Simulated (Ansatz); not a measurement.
**CH₄AsB: functionals against CCSD(T) at one geometry**

The task here is to estimate one member of a computed series from the others.

Program: Ansatz 0.2.0, Gaussian basis. Level of theory: single points in def2-TZVPP. These are calculated values, not measurements.

Cores are frozen in the correlated methods. Filled d shells of the heavier atoms are correlated.

### The starting structure

SMILES `B=C[AsH2]`, 7 atoms, charge 0, spin multiplicity 1.

Atoms are counted from 1 here; the program's logs count them from 0.

Bond lengths: B1–C2 1.354 Å, B1–H4 1.174 Å, C2–As3 1.971 Å, C2–H5 1.047 Å, As3–H6 1.495 Å, As3–H7 1.509 Å. Angles: C2–B1–H4 172.7°, B1–C2–As3 114.4°, B1–C2–H5 138.0°, As3–C2–H5 107.6°, C2–As3–H6 96.6°, C2–As3–H7 98.4°, H6–As3–H7 86.7°.

Coordinates:

```xyz
7
charge 0, multiplicity 1
B    -0.4944   -0.1625   -1.2579
C    -0.6934   -0.5574    0.0219
As    0.7964   -0.1388    1.2429
H    -0.1855    0.2200   -2.3245
H    -1.4497   -1.0086    0.5874
H     0.3749    1.2618    1.5529
H     1.7439    0.4624    0.2345
```

Set-up of the first run:

Contents of run/in.yaml:

```yaml
crystal:
  periodic: [false, false, false]
  atoms:
    - {symbol: B, position_ang: [-0.494400, -0.162500, -1.257900]}
    - {symbol: C, position_ang: [-0.693400, -0.557400, 0.021900]}
    - {symbol: As, position_ang: [0.796400, -0.138800, 1.242900]}
    - {symbol: H, position_ang: [-0.185500, 0.220000, -2.324500]}
    - {symbol: H, position_ang: [-1.449700, -1.008600, 0.587400]}
    - {symbol: H, position_ang: [0.374900, 1.261800, 1.552900]}
    - {symbol: H, position_ang: [1.743900, 0.462400, 0.234500]}
basis:
  gaussian: {orbitals: def2-TZVPP}
correlation: {method: ccsd_t}
output: {forces: true}
```

Launch:

```console
$ ansatz run in.yaml --threads 4 --pin off --events-out ev --progress --plain --max-ram 5222MiB
```

Steps of the session up to this table: CCSD(T)/def2-TZVPP; PBE0-D4/def2-TZVPP; wB97M-V/def2-TZVPP; r2SCAN-D4/def2-TZVPP; PBE-D4/def2-TZVPP; SPW92/def2-TZVPP; BHLYP-D4/def2-TZVPP.

One table of the session follows, with a row left open; its other results are not shown here.

```
   method  RMS force component (eV/Å)  angle to CCSD(T) forces (°)  dipole (D)
  CCSD(T)                       0.468                    reference        0.59
  PBE0-D4                       0.416                         25.1        0.60
  wB97M-V                           ?                            ?           ?
r2SCAN-D4                       0.408                         20.7        0.55
   PBE-D4                       0.496                         26.3        0.36
    SPW92                       0.514                         40.4        0.44
 BHLYP-D4                       0.342                         34.7        0.75
```

Estimate the missing values for wB97M-V.

As computed: RMS force component (eV/Å): 0.386; angle to CCSD(T) forces (°): 26.9; dipole (D): 0.64. In the column «RMS force component (eV/Å)» it lies between BHLYP-D4 (0.342) and r2SCAN-D4 (0.408).
